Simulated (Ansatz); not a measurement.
# MgCdC6N6: the cost of one run

Computed with Ansatz 0.2.0 (DFT PBE, scalar-relativistic, plane waves, PAW, unless a step's input says otherwise).

2 further runs of the same task are left out: 1 that didn't finish, 1 set aside as unsound or not needed.

## 1. Starting point

It takes space group Fm-3m (No. 225, cubic). The conventional cell has a = 10.495 Å, b = 10.495 Å, c = 10.495 Å, α = 90.00°, β = 90.00°, γ = 90.00°. Mg (site symmetry m-3m) is surrounded by 6 C at 1.98 Å. Cd (site symmetry m-3m) has 6 N at 2.10 Å in its first shell of neighbours. C (site symmetry 4mm) has 1 N at 1.17 Å and 1 Mg at 1.98 Å in its first shell of neighbours. Around N (site symmetry 4mm) lie 1 C at 1.17 Å.

Coordinates:

```
Mg Cd C N
1.0
     0.00000    5.24750    5.24750
     5.24750    0.00000    5.24750
     5.24750    5.24750    0.00000
Mg Cd C N
1 1 6 6
Direct
  0.00000 0.00000 0.00000
  0.50000 0.50000 0.50000
  0.81134 0.18866 0.18866
  0.18866 0.81134 0.18866
  0.18866 0.18866 0.81134
  0.18866 0.81134 0.81134
  0.81134 0.18866 0.81134
  0.81134 0.81134 0.18866
  0.69986 0.30014 0.30014
  0.30014 0.69986 0.30014
  0.30014 0.30014 0.69986
  0.30014 0.69986 0.69986
  0.69986 0.30014 0.69986
  0.69986 0.69986 0.30014
```

A structure generator made this guess: cyanide-bridged rock-salt net of two metals, 0 guest cations a cell (Fm-3m, No. 225). Its size is a rough estimate.

## 2. Probe: one point on a coarse mesh

Input file input.yaml:

```yaml
crystal:
  lattice:
    - [0.0, 5.2475, 5.2475]
    - [5.2475, 0.0, 5.2475]
    - [5.2475, 5.2475, 0.0]
  atoms:
    - { symbol: Mg, position: [0.0, 0.0, 0.0] }
    - { symbol: Cd, position: [0.5, 0.5, 0.5] }
    - { symbol: C, position: [0.81133873, 0.18866127, 0.18866127] }
    - { symbol: C, position: [0.18866127, 0.81133873, 0.18866127] }
    - { symbol: C, position: [0.18866127, 0.18866127, 0.81133873] }
    - { symbol: C, position: [0.18866127, 0.81133873, 0.81133873] }
    - { symbol: C, position: [0.81133873, 0.18866127, 0.81133873] }
    - { symbol: C, position: [0.81133873, 0.81133873, 0.18866127] }
    - { symbol: "N", position: [0.69985707, 0.30014293, 0.30014293] }
    - { symbol: "N", position: [0.30014293, 0.69985707, 0.30014293] }
    - { symbol: "N", position: [0.30014293, 0.30014293, 0.69985707] }
    - { symbol: "N", position: [0.30014293, 0.69985707, 0.69985707] }
    - { symbol: "N", position: [0.69985707, 0.30014293, 0.69985707] }
    - { symbol: "N", position: [0.69985707, 0.69985707, 0.30014293] }
basis:
  ecutwfc: 420
kpoints:
  mp_grid: { grid: [4, 4, 4] }
hamiltonian:
  xc: pbe
scf:
  occupations: { method: gaussian, width: 0.1 }
  lower_state_search: "off"
output:
  forces: true
  stress: true
  eigenvalues: true
```

Run with:

```bash
$ ansatz run input.yaml --threads 1 --pin off --max-ram 2560MiB --backend cpu --events-out ev --progress --plain --runs-dir out
```

Q: Estimate wall time and peak memory on 1 thread of Intel Xeon Platinum 8259CL at 2.50GHz (Skylake/Cascade Lake), shared host.

About 8.1 s, with a peak of 0.6 GiB.
